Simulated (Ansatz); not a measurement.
# AlH3S3: the cost of one run

Program: Ansatz 0.2.0, driven from Python. Level of theory: r2SCAN0/cc-pVDZ. These are calculated values, not measurements.

### 1 Starting point

Bond lengths: S1–Al2 2.210 Å, Al2–S3 2.239 Å, Al2–S4 2.291 Å, S1–H5 1.450 Å, S3–H6 1.396 Å, S4–H7 1.391 Å. Angles: S1–Al2–S3 119.4°, S1–Al2–S4 122.0°, S3–Al2–S4 118.6°, Al2–S1–H5 92.8°, Al2–S3–H6 93.2°, Al2–S4–H7 91.7°.

The script reads alh3s3.xyz:

```xyz
7

S    -2.19850    0.16860    0.34870
Al   -0.03680   -0.19700    0.07140
S     1.38410    0.29460    1.73110
S     0.80630   -1.06780   -1.87290
H    -2.11590    1.50780   -0.20020
H     1.27560   -0.97400    2.30440
H     0.94650    0.19980   -2.42810
```

### 2 The code

Contents of run_scan.py:

```python
"""Stretching a bond of AlH3S3, the rest held rigid."""

import logging
import sys

import ansatz as az
import numpy as np

logging.basicConfig(stream=sys.stdout, format="[%(levelname)s] %(message)s")
logger = logging.getLogger("run")
logger.setLevel(logging.INFO)

BASIS_SET = "cc-pVDZ"
FUNCTIONAL = "R2SCAN0"


def main() -> None:
    system = az.Crystal.molecule_from_extxyz("alh3s3.xyz")

    symbols = [site.symbol for site in system.cartesian_sites]
    start = np.array([site.position_ang for site in system.cartesian_sites])
    axis = (start[0] - start[1]) / np.linalg.norm(start[0] - start[1])
    moving = [0, 4]
    lengths, energies = [1.945, 2.033, 2.121, 2.21, 2.298, 2.387, 2.475, 2.608], []
    for length in lengths:
        xyz = start.copy()
        xyz[moving] += (length - np.linalg.norm(start[0] - start[1])) * axis
        point = az.Crystal.molecule()
        for symbol, place in zip(symbols, xyz):
            point = point.atom(symbol, place.tolist())
        model = point.calculation()
        model = model.basis(gaussian=BASIS_SET).functional(FUNCTIONAL)
        data = model.run(threads=1).report
        energies.append(data["free_energy_ev"])
        logger.info(f"r = {length:6.3f} A  E = {energies[-1]:.5f} eV  <S^2> = {abs(data['mean_field']['state']['spin_squared']):.3f}")

    # quartic fit about the minimum
    fit = np.polynomial.Polynomial.fit(lengths, np.array(energies) - min(energies), 4).convert()
    roots = [r.real for r in fit.deriv().roots() if abs(r.imag) < 1e-9 and fit.deriv(2)(r.real) > 0]
    r_e = min(roots, key=lambda r: abs(r - lengths[int(np.argmin(energies))]))
    logger.info(f"minimum of the fit at {r_e:.4f} A, force constant {fit.deriv(2)(r_e):.2f} eV/A^2")


if __name__ == "__main__":
    main()
```

### 3 The calls as engine input

The package turns the script's settings into the engine's input (first run):

```yaml
crystal:
  periodic: [false, false, false]
  atoms:
    - { symbol: S, position_ang: [-1.9394074188103696, 0.12478066906465793, 0.31546394839067193] }
    - { symbol: Al, position_ang: [-0.0368, -0.197, 0.0714] }
    - { symbol: S, position_ang: [1.3841, 0.2946, 1.7311] }
    - { symbol: S, position_ang: [0.8063, -1.0678, -1.8729] }
    - { symbol: H, position_ang: [-1.8568074188103694, 1.463980669064658, -0.2334360516093281] }
    - { symbol: H, position_ang: [1.2756, -0.974, 2.3044] }
    - { symbol: H, position_ang: [0.9465, 0.1998, -2.4281] }
basis:
  gaussian:
    orbitals: cc-pVDZ
hamiltonian:
  xc: r2scan0
```

### 4 Running it

Started as:

```bash
> python run_scan.py
```

What time and memory should one allow on 1 thread of Arm Neoverse V1, shared host?

About 58 s, with a peak of 0.28 GiB.
